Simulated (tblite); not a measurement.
# C5H9FSi2: the cost of one run

Programs: tblite 0.8.0 and PySCF 2.14.0, with density-fitted response routines of our own. Each step states its level of theory. These are calculated values for one molecule in the gas phase, unless marked as measured. Atoms are numbered from 0 throughout.

### 1 Starting geometry

17 atoms, charge 0, multiplicity 1; geometry from: force field or distance geometry start.

Bonds of the start (Å): C0–C1 1.23, C1–Si2 1.80, Si2–C3 1.87, C3–Si4 1.88, Si4–C5 1.86, C5–F6 1.36, C5–C7 1.54, C7–Si2 1.90, C0–H8 1.06, Si2–H9 1.47, C3–H10 1.11, C3–H11 1.10, Si4–H12 1.46, Si4–H13 1.46, C5–H14 1.11, C7–H15 1.09, C7–H16 1.12.

### 2 Optimising the geometry with GFN2-xTB

The job: settings as JSON, then the geometry in Å.

```
{"job": {"kind": "relax", "xc": "GFN2-xTB", "basis": "xTB"}, "charge": 0, "multiplicity": 1}
C      3.141100    -0.978900    -1.653600
C      2.180100    -0.847700    -0.899400
Si     0.790300    -0.651400     0.222200
C     -0.833500    -1.149100    -0.566300
Si    -1.964600     0.193100     0.109100
C     -0.839300     1.101600     1.277200
F     -1.324600     2.314100     1.662900
C      0.453500     1.200900     0.455100
H      3.948300    -1.088300    -2.325900
H      0.984100    -1.321300     1.515500
H     -1.155600    -2.166800    -0.261500
H     -0.737900    -1.120900    -1.664100
H     -2.388400     1.135000    -0.927900
H     -3.121200    -0.386400     0.779900
H     -0.589200     0.420400     2.119700
H      1.257300     1.707700     0.984300
H      0.192700     1.650100    -0.538200
```

On the command line:

```sh
OMP_NUM_THREADS=1 python probes_run.py task.json out
```

One launch serves the whole session: the jobs run in the order shown.

**Question.** How long does this first job take on 1 thread of Arm Neoverse N1, shared host, and how much memory does it need?

About 1.5 s, with a peak of 0.18 GiB.
